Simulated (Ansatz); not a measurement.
# ZnO: the cost of one run

Computed with Ansatz 0.2.0 (DFT LDA, scalar-relativistic, plane waves, PAW, unless a step's input says otherwise).

## 1. The structure to begin with

Symmetry: P6_3mc, No. 186, hexagonal system. The conventional cell has a = 3.249 Å, b = 3.249 Å, c = 5.206 Å, α = 90.00°, β = 90.00°, γ = 120.00°. Zn (site symmetry 3m) has 4 O at 1.97 to 1.98 Å as nearest neighbours. O (site symmetry 3m) is surrounded by 4 Zn at 1.97 to 1.98 Å.

Coordinates:

```cif
data_structure
_symmetry_space_group_name_H-M 'P6_3mc'
_symmetry_Int_Tables_number 186
_cell_length_a 3.2493
_cell_length_b 3.2493
_cell_length_c 5.2057
_cell_angle_alpha 90.000
_cell_angle_beta 90.000
_cell_angle_gamma 120.000
_cell_volume 47.60
loop_
_atom_site_label
_atom_site_type_symbol
_atom_site_symmetry_multiplicity
_atom_site_Wyckoff_symbol
_atom_site_fract_x
_atom_site_fract_y
_atom_site_fract_z
_atom_site_occupancy
Zn1 Zn 2 b 0.33333 0.66667 0.50000 1
O1 O 2 b 0.66667 0.33333 0.37901 1
```

The structure rests on an entry of the Crystallography Open Database; cell or positions may have been set otherwise for this series.

## 2. Relaxing cell and atoms: ZnO, no spin

File input.yaml:

```yaml
crystal:
  lattice:
    - [3.249308, 0.0, 0.0]
    - [-1.624654, 2.8139832727, 0.0]
    - [0.0, 0.0, 5.205709]
  atoms:
    - { symbol: Zn, position: [0.3333333333, 0.6666666667, 0.5] }
    - { symbol: Zn, position: [0.6666666667, 0.3333333333, 0.0] }
    - { symbol: O, position: [0.6666666667, 0.3333333333, 0.37901] }
    - { symbol: O, position: [0.3333333333, 0.6666666667, 0.87901] }
scf:
  occupations: { method: gaussian, width: 0.02 }
output:
  forces: true
  stress: true
  eigenvalues: true
kpoints:
  mp_grid: { grid: [21, 21, 12] }
hamiltonian:
  xc: lda
relax:
  f_tol: 0.005
  adjacent_minimum: "off"
  cell: { stress_tol: 0.02 }
```

Run with:

```bash
ansatz run input.yaml --threads 8 --pin off --max-ram 24576MiB --backend cpu --events-out ev --progress --plain --runs-dir out
```

**Question.** How long does this run take on 8 threads of Intel Xeon 6975P-C (Granite Rapids), shared host, and how much memory does it need?

About 21 s, with a peak of 0.8 GiB.
